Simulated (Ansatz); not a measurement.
# MgZn5S6: the cost of one run

Computed with Ansatz 0.2.0 (DFT r2SCAN, scalar-relativistic, plane waves, PAW).

## 1. The starting structure

The structure is trigonal, space group P31m (No. 157). Conventional cell: a = 6.719 Å, b = 6.719 Å, c = 6.341 Å, α = 90.00°, β = 90.00°, γ = 120.00°. Around Mg (site symmetry 3m) lie 4 S at 2.45 to 2.47 Å. Zn (site symmetry m) has 4 S at 2.36 to 2.37 Å in its first shell of neighbours. Zn (site symmetry 3) is surrounded by 4 S at 2.35 to 2.37 Å. Around S (site symmetry m) lie 3 Zn at 2.35 to 2.36 Å and 1 Mg at 2.45 Å. S (site symmetry 3) is surrounded by 4 Zn at 2.37 Å. Around S (site symmetry 3m) lie 3 Zn at 2.37 Å and 1 Mg at 2.47 Å.

Structure file:

```cif
data_structure
_symmetry_space_group_name_H-M 'P31m'
_symmetry_Int_Tables_number 157
_cell_length_a 6.7194
_cell_length_b 6.7194
_cell_length_c 6.3414
_cell_angle_alpha 90.000
_cell_angle_beta 90.000
_cell_angle_gamma 120.000
_cell_volume 247.96
loop_
_atom_site_label
_atom_site_type_symbol
_atom_site_symmetry_multiplicity
_atom_site_Wyckoff_symbol
_atom_site_fract_x
_atom_site_fract_y
_atom_site_fract_z
_atom_site_occupancy
Mg1 Mg 1 a 0.00000 0.00000 0.50389 1
Zn1 Zn 3 c 0.33680 0.33680 0.00522 1
Zn2 Zn 2 b 0.66667 0.33333 0.50478 1
S1 S 3 c 0.34431 0.34431 0.37728 1
S2 S 2 b 0.66667 0.33333 0.87816 1
S3 S 1 a 0.00000 0.00000 0.89271 1
```

The cell was relaxed beforehand at this level, from a generated guess; it needn't be the stable form of this composition. At a tolerance of 0.02 Å it has space group P31m (No. 157); it has 20.66 Å³/atom, an uncorrected energy of -0.92 eV/atom over the elements and, on its mesh, gap 2.25 eV.

## 2. Level of theory: r2SCAN

input.yaml reads:

```yaml
crystal:
  lattice:
    - [6.7194441058, -2.89e-08, 0.0]
    - [-3.3597220279, 5.8192093094, 0.0]
    - [0.0, 0.0, 6.3414472]
  atoms:
    - { symbol: Mg, position: [0.0, 0.0, 0.503894] }
    - { symbol: Zn, position: [0.336799, 0.336799, 0.005221] }
    - { symbol: Zn, position: [0.0, 0.663201, 0.005221] }
    - { symbol: Zn, position: [0.663201, 0.0, 0.005221] }
    - { symbol: Zn, position: [0.6666666667, 0.3333333333, 0.50478] }
    - { symbol: Zn, position: [0.3333333333, 0.6666666667, 0.50478] }
    - { symbol: S, position: [0.344309, 0.344309, 0.377284] }
    - { symbol: S, position: [0.0, 0.655691, 0.377284] }
    - { symbol: S, position: [0.655691, 0.0, 0.377284] }
    - { symbol: S, position: [0.6666666667, 0.3333333333, 0.878162] }
    - { symbol: S, position: [0.3333333333, 0.6666666667, 0.878162] }
    - { symbol: S, position: [0.0, 0.0, 0.892706] }
basis:
  ecutwfc: 500
kpoints:
  mp_grid: { grid: [6, 6, 4] }
  band_path:
    path:
      - [[0.0, 0.0, 0.0], [0.5, 0.0, 0.0], [0.33333333, 0.33333333, 0.0], [0.0, 0.0, 0.0], [0.0, 0.0, 0.5], [0.5, 0.0, 0.5], [0.33333333, 0.33333333, 0.5], [0.0, 0.0, 0.5]]
      - [[0.5, 0.0, 0.5], [0.5, 0.0, 0.0]]
      - [[0.33333333, 0.33333333, 0.5], [0.33333333, 0.33333333, 0.0], [0.33333333, 0.33333333, -0.5]]
    npoints: 10
hamiltonian:
  xc: r2scan
scf:
  occupations: { method: gaussian, width: 0.02 }
  n_extra_bands: 30
output:
  forces: true
  stress: true
  eigenvalues: true
  populations: true
  dos: { projected: true, de: 0.02, nscf_kmesh: { grid: [9, 9, 6] } }
  bader: false
  write_density: true
  write_potential: true
  elf: true
  volumetric_format: npy
```

Started as:

```console
$ ansatz run input.yaml --threads 4 --pin off --max-ram 8192MiB --backend cpu --events-out ev --progress --plain --runs-dir out
```

What time and memory should one allow on 4 threads of Intel Xeon Platinum 8488C (Sapphire Rapids), shared host?

About 71 s, with a peak of 2.3 GiB.
